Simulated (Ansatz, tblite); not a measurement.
# The cluster Te2Pb3+: one state, many levels

One table from this session's results is given with a row withheld; the runs are named, their logs left out.

Program: Ansatz 0.2.0, Gaussian basis. Level of theory: as each input shows. These are calculated values, not measurements.

The runs, in order: GFN1-xTB, GFN2-xTB, PBE-D4/def2-TZVP, r2SCAN-D4/def2-TZVP, LDA/def2-TZVP, r2SCAN0-D4/def2-TZVP, HSE06-D4/def2-TZVP, PBE-D4/def2-SVP, PBE0-D4/def2-SVP, CCSD(T)/def2-SVP, MP2/def2-TZVP.

4 further runs of the same task are left out: 1 that didn't finish, 3 set aside as unsound or not needed. Runs told in other sessions of the task aren't counted.

## The geometry

The geometry is that of the doublet, from an earlier relaxation (PBE0-D4/def2-SVP). At that level it is the lowest of the isomers that a small search found.

5 atoms, charge 1, spin multiplicity 2.

Bond lengths: Pb1–Te4 2.961 Å, Pb1–Te5 2.961 Å, Pb2–Te4 2.962 Å, Pb2–Te5 2.962 Å, Pb3–Te4 3.047 Å, Pb3–Te5 3.047 Å. Angles: Te4–Pb1–Te5 88.2°, Te4–Pb2–Te5 88.1°, Te4–Pb3–Te5 85.1°, Pb1–Te4–Pb2 88.0°, Pb1–Te4–Pb3 70.5°, Pb2–Te4–Pb3 70.4°, Pb1–Te5–Pb2 88.0°, Pb1–Te5–Pb3 70.5°, Pb2–Te5–Pb3 70.4°.

Pb, Te take a core potential in the def2 sets. No spin-orbit coupling is included. The ion is computed in the gas phase, without counter-ions or solvent.

PBE0-D4/def2-TZVP was run before; its log isn't repeated, and its numbers join the tables.

The first run:

Tight binding, by tblite at 300 K electronic temperature and without a spin-polarisation term:

```python
tblite.interface.Calculator('GFN1-xTB', numbers, positions, charge=1, uhf=1).singlepoint()
```

Tight binding, by tblite at 300 K electronic temperature and without a spin-polarisation term:

```python
tblite.interface.Calculator('GFN2-xTB', numbers, positions, charge=1, uhf=1).singlepoint()
```

start.molden holds the orbitals of an earlier run on this state, given as this run's starting guess.

in.yaml

```yaml
crystal:
  periodic: [false, false, false]
  atoms:
    - {symbol: Pb, position_ang: [1.532647, -0.840428, -1.334620]}
    - {symbol: Pb, position_ang: [-0.108061, 1.153132, 1.868219]}
    - {symbol: Pb, position_ang: [-1.848923, -0.404377, -0.690170]}
    - {symbol: Te, position_ang: [0.232278, 1.799149, -1.002731]}
    - {symbol: Te, position_ang: [0.192069, -1.707475, 1.159313]}
basis:
  gaussian: {orbitals: def2-TZVP, initial_orbitals: start.molden}
total_charge: 1
magnetization: {spin_polarized: true, initial_magnetization: 1}
hamiltonian: {xc: pbe, dispersion: d4}
scf: {omitted_lower_state_checks: [starts]}
output: {forces: true, orbitals: {seedname: orbitals}}
```

Started as:

```
> ansatz run in.yaml --threads 4 --pin off --events-out ev --progress --plain --max-ram 4787MiB
```

Among the steps run: PBE-D4/def2-TZVP; r2SCAN-D4/def2-TZVP; LDA/def2-TZVP; r2SCAN0-D4/def2-TZVP; HSE06-D4/def2-TZVP; PBE-D4/def2-SVP; PBE0-D4/def2-SVP; CCSD(T)/def2-SVP; MP2/def2-TZVP.

One of the session's tables, all rows but one given; the rest of the session is left out.

| level | HOMO (eV) | LUMO (eV) | gap (eV) |
| --- | --- | --- | --- |
| LDA/def2-TZVP | -8.65 | -8.35 | 0.31 |
| PBE-D4/def2-SVP | -8.52 | -8.08 | 0.44 |
| PBE-D4/def2-TZVP | -8.45 | -8.00 | 0.46 |
| r2SCAN-D4/def2-TZVP | -8.73 | -7.86 | 0.86 |
| PBE0-D4/def2-SVP | -9.22 | -7.48 | 1.74 |
| PBE0-D4/def2-TZVP | -9.14 | -7.37 | 1.77 |
| r2SCAN0-D4/def2-TZVP | ? | ? | ? |
| HSE06-D4/def2-TZVP | -8.79 | -7.73 | 1.06 |

Q: Estimate the row for r2SCAN0-D4/def2-TZVP from the others.

**Answer.** HOMO (eV): -9.38; LUMO (eV): -7.29; gap (eV): 2.09. In the column «HOMO (eV)» it is the lowest.
